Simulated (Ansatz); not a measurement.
# One shape, several levels: Si2H4OF2 (SMILES O[SiH](F)[SiH2]F)

We compute a comparison of 6 runs (HF/def2-SVP, B3LYP/6-31G*, PBE0/def2-SVP, revPBE/def2-SVP, wB97X/def2-SVP, CCSD/def2-SVP) of Si2H4OF2. 

The results are computed with Ansatz 0.2.0.

57 further runs of the same task are left out: 57 set aside as unsound or not needed.

## 1. The molecule

Si2H4OF2 has 9 atoms, charge 0, and is taken as a singlet. SMILES: `O[SiH](F)[SiH2]F`. One bond was lengthened or shortened from a relaxed shape.

Bond lengths: O1–Si2 1.634 Å, Si2–F3 1.601 Å, Si2–Si4 2.358 Å, Si4–F5 1.612 Å, O1–H6 0.959 Å, Si2–H7 1.702 Å, Si4–H8 1.485 Å, Si4–H9 1.487 Å. Some angles: O1–Si2–F3 110.8°, O1–Si2–Si4 109.5°, F3–Si2–Si4 107.8°, Si2–Si4–F5 106.0°, O1–Si2–H7 106.2°, F3–Si2–H7 107.1°, Si4–Si2–H7 115.4°, Si2–O1–H6 118.4°, Si2–Si4–H8 114.0°, Si2–Si4–H9 111.6°.

## 2. A single-point energy at HF/def2-SVP (run 1)

The input, job.yaml:

```yaml
crystal:
  periodic: [false, false, false]
  atoms:
    - {symbol: O, position_ang: [0.647016, 1.811956, -0.576037]}
    - {symbol: Si, position_ang: [0.772116, 0.183056, -0.544137]}
    - {symbol: F, position_ang: [0.789416, -0.414444, -2.029537]}
    - {symbol: Si, position_ang: [-1.091284, -0.727144, 0.577263]}
    - {symbol: F, position_ang: [-2.331184, 0.247856, 0.242763]}
    - {symbol: H, position_ang: [-0.211484, 2.200156, -0.756137]}
    - {symbol: H, position_ang: [2.284600, -0.163900, 0.153800]}
    - {symbol: H, position_ang: [-1.450284, -2.098644, 0.135563]}
    - {symbol: H, position_ang: [-0.898784, -0.723044, 2.051263]}
basis:
  gaussian: {orbitals: def2-SVP}
hamiltonian: {xc: hf}
accuracy: high
output: {orbitals: {seedname: orbitals}}
```

Command:

```bash
$ ansatz run job.yaml --threads 1 --pin off --max-ram 2610MiB --events-out events.jsonl --progress --plain --runs-dir runs
```

Log:

```text
Warning: RAYON_NUM_THREADS=1 ignored (pool sized by the plan → 1); use --threads N
Functional definition: HF
  name "HF"
  exchange = exact_x
  correlation = 0
2042 factors; integrals over basis functions are off by at most 7.4e-9 eV
mean field evaluation 1: about -23225.3851 eV, gradient 4.5e1 eV
mean field evaluation 2: about -23225.4764 eV, gradient 4.5e1 eV
mean field evaluation 4: about -23229.4856 eV, gradient 2.7e0 eV
mean field evaluation 8: about -23229.5244 eV, gradient 1.8e-1 eV
mean field evaluation 16: about -23229.5246 eV, gradient 1.4e-8 eV
mean field -23229.52455123 eV, -853.6692817203 hartree, gradient 1.4e-8 eV, S^2 0.000000; 0 other end points of the search recorded, 0 dependent functions left out
reference -23229.52455123 eV, -853.6692817203 hartree; 29, 29 occupied and 69, 69 virtual orbitals, 2042 factors
Total energy: -23229.52455123 eV, -853.6692817203 hartree
```

It took 3.6 s on 1 thread of Arm Neoverse V2, shared host; peak memory 0.29 GiB.

## 3. A single-point energy at B3LYP/6-31G(d) (Cartesian functions) (run 2)

The input, in.yaml:

```yaml
crystal:
  periodic: [false, false, false]
  atoms:
    - {symbol: O, position_ang: [0.647016, 1.811956, -0.576037]}
    - {symbol: Si, position_ang: [0.772116, 0.183056, -0.544137]}
    - {symbol: F, position_ang: [0.789416, -0.414444, -2.029537]}
    - {symbol: Si, position_ang: [-1.091284, -0.727144, 0.577263]}
    - {symbol: F, position_ang: [-2.331184, 0.247856, 0.242763]}
    - {symbol: H, position_ang: [-0.211484, 2.200156, -0.756137]}
    - {symbol: H, position_ang: [2.284600, -0.163900, 0.153800]}
    - {symbol: H, position_ang: [-1.450284, -2.098644, 0.135563]}
    - {symbol: H, position_ang: [-0.898784, -0.723044, 2.051263]}
basis:
  gaussian: {orbitals: "6-31G*"}
hamiltonian: {xc: {name: B3LYP}}
accuracy: high
output: {orbitals: {seedname: orbitals}}
```

Command:

```bash
$ ansatz run in.yaml --threads 1 --pin off --max-ram 2610MiB --events-out events.jsonl --progress --plain --runs-dir runs
```

Log:

```text
Warning: RAYON_NUM_THREADS=1 ignored (pool sized by the plan → 1); use --threads N
Functional definition: B3LYP
  name "B3LYP"
  parameter a0 = 0.2
  parameter ax = 0.72
  parameter ac = 0.81
  exchange = (1 - a0 - ax)*slater_x + ax*b88_x + a0*exact_x
  correlation = (1 - ac)*vwn_rpa_c + ac*lyp_c
1955 factors; integrals over basis functions are off by at most 7.6e-9 eV
mean field evaluation 1: about -23298.4686 eV, gradient 6.3e1 eV
mean field evaluation 2: about -23284.4743 eV, gradient 1.1e2 eV
mean field evaluation 4: about -23304.5389 eV, gradient 5.6e0 eV
mean field evaluation 8: about -23304.7273 eV, gradient 1.3e-1 eV
mean field evaluation 16: about -23304.7273 eV, gradient 2.1e-5 eV
mean field -23304.72734968 eV, -856.4329335891 hartree, gradient 4.0e-8 eV, S^2 0.000000; 0 other end points of the search recorded, 0 dependent functions left out
reference -23304.72739287 eV, -856.4329351763 hartree; 29, 29 occupied and 62, 62 virtual orbitals, 1955 factors
Total energy: -23304.72739287 eV, -856.4329351763 hartree
```

Run time: 10 s. Hardware: 1 thread of Arm Neoverse V2, shared host; peak memory 0.33 GiB.

## 4. The energy at PBE0/def2-SVP (run 3)

in.yaml: that of step 3 with these lines changed.

```diff
@@ -13,5 +13,9 @@
 basis:
-  gaussian: {orbitals: "6-31G*"}
-hamiltonian: {xc: {name: B3LYP}}
+  gaussian:
+    orbitals: def2-SVP
+total_charge: 0
+hamiltonian:
+  xc: pbe0
 accuracy: high
-output: {orbitals: {seedname: orbitals}}
+output:
+  orbitals: {seedname: orbitals}
```

Command:

```bash
$ ansatz run in.yaml --threads 1 --pin off --max-ram 2610MiB --events-out events.jsonl --progress --plain --runs-dir runs
```

Log:

```text
Warning: RAYON_NUM_THREADS=1 ignored (pool sized by the plan → 1); use --threads N
Functional definition: PBE0
  name "PBE0"
  parameter a = 0.25
  parameter kappa = 0.804
  parameter beta = 0.06672455060314922
  exchange = (1 - a)*pbe_x(kappa = kappa, mu = beta*pi^2/3) + a*exact_x
  correlation = pbe_c(beta = beta)
2042 factors; integrals over basis functions are off by at most 7.4e-9 eV
mean field evaluation 1: about -23274.2005 eV, gradient 5.8e1 eV
mean field evaluation 2: about -23264.7127 eV, gradient 9.3e1 eV
mean field evaluation 4: about -23279.5771 eV, gradient 4.1e0 eV
mean field evaluation 8: about -23279.8049 eV, gradient 2.3e-1 eV
mean field evaluation 16: about -23279.8050 eV, gradient 4.3e-5 eV
mean field -23279.80499931 eV, -855.5170541062 hartree, gradient 3.0e-8 eV, S^2 0.000000; 0 other end points of the search recorded, 0 dependent functions left out
reference -23279.80500195 eV, -855.5170542029 hartree; 29, 29 occupied and 69, 69 virtual orbitals, 2042 factors
Total energy: -23279.80500195 eV, -855.5170542029 hartree
```

Run time: 11 s. Hardware: 1 thread of Arm Neoverse V2, shared host; peak memory 0.35 GiB.

Runs 4 to 5 aren't shown in full; the table further down has their settings and results.

## 5. A single-point energy at CCSD/def2-SVP (run 6)

in.yaml: that of step 4 with these lines changed.

```diff
@@ -13,9 +13,5 @@
 basis:
-  gaussian:
-    orbitals: def2-SVP
-total_charge: 0
-hamiltonian:
-  xc: pbe0
+  gaussian: {orbitals: def2-SVP}
+correlation: {method: ccsd, frozen_orbitals: {F: 1, H: 0, O: 1, Si: 5}}
 accuracy: high
-output:
-  orbitals: {seedname: orbitals}
+scf: {omitted_lower_state_checks: [cluster_reference, increment]}
```

Command:

```bash
$ ansatz run in.yaml --threads 1 --pin off --max-ram 2610MiB --events-out events.jsonl --progress --plain --runs-dir runs
```

Log, cut to the lines that bear on the results:

```text
Warning: RAYON_NUM_THREADS=1 ignored (pool sized by the plan → 1); use --threads N
[... 2 set-up lines as earlier in the session ...]
[...]
2042 factors; integrals over basis functions are off by at most 7.4e-9 eV
[...]
mean field -23229.52455123 eV, -853.6692817203 hartree, gradient 1.4e-8 eV, S^2 0.000000; 0 other end points of the search recorded, 0 dependent functions left out
13 core orbitals not correlated: weight in the atoms' cores, before any rotation towards them, 1.000 or more for the frozen orbitals, at most 0.000 for the correlated occupied ones
reference -23229.52455123 eV, -853.6692817203 hartree; 16, 16 occupied and 69, 69 virtual orbitals, 2042 factors
second order -20.27109774 eV of doubles, -0.00000000 eV of singles
cycle   1  -20.66397162 eV  change   -3.9e-1 eV  update   1.1e-1
[...]
cycle  21  -21.28506167 eV  change    1.2e-9 eV  update   1.1e-9
Total energy: -23250.80961289 eV, -854.4514933090 hartree
Checks for a lower state left out: cluster_reference, increment
```

Wall time 29 s (1 thread of Arm Neoverse V2, shared host); peak memory 0.62 GiB.

## 6. All runs side by side

```
run                               level  Cartesian functions  frozen core orbitals  energy (Eh)  HOMO energy (eV)  LUMO energy (eV)  HOMO–LUMO gap (eV)  wall time
  1                         HF/def2-SVP                   no                     –  -853.669282            -11.28              2.52               13.80      3.6 s
  2  B3LYP/6-31G* (Cartesian functions)                  yes                     –  -856.432935             -7.81             -0.99                6.83       10 s
  3                       PBE0/def2-SVP                   no                     –  -855.517054             -8.12             -0.83                7.30       11 s
  4                     revPBE/def2-SVP                   no                     –  -855.810855             -6.74             -1.53                5.21      8.4 s
  5                      wB97X/def2-SVP                   no                     –  -855.960096            -10.41              1.32               11.73       37 s
  6                       CCSD/def2-SVP                   no                    13  -854.451493                 –                 –                   –       29 s
```

## 7. Outcome

| quantity | value |
| --- | --- |
| run 6: total energy | -854.45149 Eh |
| run 6: correlation energy (13 core orbitals frozen) | -782.2 mEh |
| run 6: T1 diagnostic | 0.013 |

**Reading.** Over runs 1, 2, 3, 4, 5 the HOMO–LUMO gap runs from 5.21 eV (revPBE/def2-SVP) to 13.80 eV (HF/def2-SVP). Exact exchange widens orbital gaps. Totals of different functionals can't be ranked against each other. All runs together took 99 s, the longest 37 s.
